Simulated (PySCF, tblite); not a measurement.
# C₇H₁₀GeS: geometry, infrared bands and NMR shifts

What infrared bands and NMR shifts should C₇H₁₀GeS (`C[S][GeH2][c]1ccccc1`) show?

The runs use tblite 0.8.0 and PySCF 2.14.0, with density-fitted response routines of our own; the level of theory stands in each step. All values are computed, except where a source is named. Atoms are numbered from 0 throughout.

## (1) The molecule as given

19 atoms, charge 0, multiplicity 1; geometry from: force field or distance geometry start.

Bonds of the start (Å): C0–S1 1.82, S1–Ge2 2.23, Ge2–C3 1.93, C3–C4 1.39, C4–C5 1.41, C5–C6 1.40, C6–C7 1.40, C7–C8 1.39, C8–C3 1.41, C0–H9 1.11, C0–H10 1.10, C0–H11 1.12, Ge2–H12 1.54, Ge2–H13 1.55, C4–H14 1.09, C5–H15 1.08, C6–H16 1.08, C7–H17 1.09, C8–H18 1.08.

## (2) Geometry optimisation with GFN2-xTB

Job settings and geometry (Å):

```
{"job": {"kind": "relax", "xc": "GFN2-xTB", "basis": "xTB"}, "charge": 0, "multiplicity": 1}
C      2.962900     0.480200    -0.426200
S      2.517400     1.889200     0.640100
Ge     0.981400     0.740500     1.771200
C     -0.436500     0.233800     0.558400
C     -1.390400     1.165200     0.165800
C     -2.400400     0.797600    -0.743200
C     -2.444500    -0.504600    -1.242200
C     -1.480800    -1.440500    -0.835400
C     -0.475500    -1.081600     0.060700
H      3.277800    -0.384300     0.190800
H      3.783500     0.782400    -1.095700
H      2.078100     0.193800    -1.046700
H      1.605100    -0.517100     2.411700
H      0.388500     1.639200     2.884900
H     -1.355700     2.190000     0.536700
H     -3.136800     1.525900    -1.041000
H     -3.222100    -0.788700    -1.931800
H     -1.524000    -2.459800    -1.229300
H      0.262100    -1.803700     0.363900
```

Launch:

```bash
> OMP_NUM_THREADS=1 python probes_run.py task.json out
```

The driver reads the jobs from task.json and runs them one after another.

**Question.** This job is followed by: GFN2-xTB harmonic vibrations, gas phase; GIAO PBE0/pcSseg-1 NMR shielding, non-relativistic, gas phase. What will the session give for the following? strongest single infrared mode (GFN2-xTB); zero-point energy (GFN2-xTB); 13C shifts against TMS (PBE0/pcSseg-1, means over atoms taken as alike); 1H shifts against TMS (PBE0/pcSseg-1, means over atoms taken as alike); 33S shifts against CS2 (PBE0/pcSseg-1); 73Ge shifts against GeMe4 (PBE0/pcSseg-1).

The runs gave:

| quantity | value |
| --- | --- |
| strongest single infrared mode (GFN2-xTB) | 1971 cm⁻¹, 402 km/mol |
| zero-point energy (GFN2-xTB) | 87.6 kcal/mol |
| 13C shifts against TMS (PBE0/pcSseg-1, means over atoms taken as alike) | 141.0, 140.6, 135.5, 133.5, 14.8 ppm |
| 1H shifts against TMS (PBE0/pcSseg-1, means over atoms taken as alike) | 7.85, 7.72, 7.69, 5.22, 1.85 ppm |
| 33S shifts against CS2 (PBE0/pcSseg-1) | -178 ppm |
| 73Ge shifts against GeMe4 (PBE0/pcSseg-1) | -72 ppm |

The optimisation took 62 steps and gained 0.127 eV; among the close pairs (by a distance rule), Ge2–H13 changed most, from 1.549 to 1.506 Å. All 51 modes are real, so the xTB geometry is a minimum. The strongest single mode, at 1971 cm⁻¹, moves mainly H13. Unscaled tight-binding wavenumbers are off by several per cent, some by more. Its intensities can rank the bands wrongly. NICS(1)zz of -29 ppm above the planar ring from C3 marks a diatropic (aromatic) ring current. Spin-orbit coupling is left out, which matters for shieldings and couplings at and beside the heavy atoms.
